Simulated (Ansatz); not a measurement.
**GaCO+ (quintet): wave-function methods side by side, cc-pVDZ**

The task here is to estimate one member of a computed series from the others.

Program: Ansatz 0.2.0, Gaussian basis. Level of theory: cc-pVDZ, core rule «outside noble gas», up to 16 orbitals frozen. These are calculated values, not measurements.

To be run: UHF; CCSD(T) on ROHF; CCSD(T) on UHF; BCCD(T) on ROHF; CISD; CCSDT(Q) on ROHF; CCSDT(Q) on UHF; CASSCF and MRCISD+Q, 10 electrons in 11 orbitals; CASSCF and NEVPT2, 10 electrons in 11 orbitals.

29 further runs of the same task are left out: 4 for a known fault of the program, 11 that didn't finish, 14 set aside as unsound or not needed.

### The system

The geometry is a PBE0/def2-TZVP stationary point (not a proven minimum) of the parent state, kept for this charge and spin. No spin-orbit coupling is included. The filled d shell of Ga may be among the frozen orbitals whatever the setting's name suggests; the logs give the count.

3 atoms, charge 1, spin multiplicity 5.

Atoms are counted from 1 here; the program's logs count them from 0.

Bond lengths: Ga1–C2 1.839 Å, C2–O3 1.161 Å. Angles: Ga1–C2–O3 180.0°.

The first run:

The input, in.yaml:

```yaml
crystal:
  periodic: [false, false, false]
  atoms:
    - {symbol: Ga, position_ang: [0.000000, 0.000000, 1.613200]}
    - {symbol: C, position_ang: [0.000000, 0.000000, -0.226200]}
    - {symbol: O, position_ang: [0.000000, 0.000000, -1.387000]}
basis:
  gaussian: {orbitals: cc-pVDZ}
total_charge: 1
magnetization: {spin_polarized: true, initial_magnetization: 4}
hamiltonian: {xc: hf}
output: {orbitals: {seedname: orbitals}}
```

Launch:

```
ansatz run in.yaml --threads 1 --pin off --events-out ev --progress --plain --max-ram 2393MiB
```

Steps of the session up to this table: UHF; CCSD(T) on ROHF; CCSD(T) on UHF; BCCD(T) on ROHF; CISD; CCSDT(Q) on ROHF; CCSDT(Q) on UHF; CASSCF and MRCISD+Q, 10 electrons in 11 orbitals; CASSCF and NEVPT2, 10 electrons in 11 orbitals.

One table of the session follows, with a row left open; its other results are not shown here.

It belongs to the step «Misses and costs». 

| method | from RCCSDT(Q) (kcal/mol) |
| --- | --- |
| ROHF | +179.17 |
| UHF | +172.53 |
| RMP2 | +23.11 |
| UMP2 | +23.72 |
| RCCSD | +6.41 |
| UCCSD | +5.81 |
| RCCSD(T) | +1.29 |
| UCCSD(T) | +0.88 |
| BCCD(T) | +1.39 |
| RCCSDT | +0.41 |
| UCCSDT | -0.05 |
| RCCSDT(Q) | 0 |
| UCCSDT(Q) | ? |
| CASSCF valence | +120.22 |
| NEVPT2 valence | +19.91 |
| MRCISD valence | +7.41 |
| MRCISD+Q valence | +1.06 |

Estimate the missing values for UCCSDT(Q).

**Answer.** from RCCSDT(Q) (kcal/mol): -0.50. In the column «from RCCSDT(Q) (kcal/mol)» it is the lowest.

Not comparable, so not listed: CISD (they don't share determinant, frozen orbitals or solution with the rows shown, or repeat one).

To keep in mind: Restricted and unrestricted rows rest on different reference determinants; where their highest levels disagree by more than a few hundredths of an eV, they describe different states and don't form one ladder.
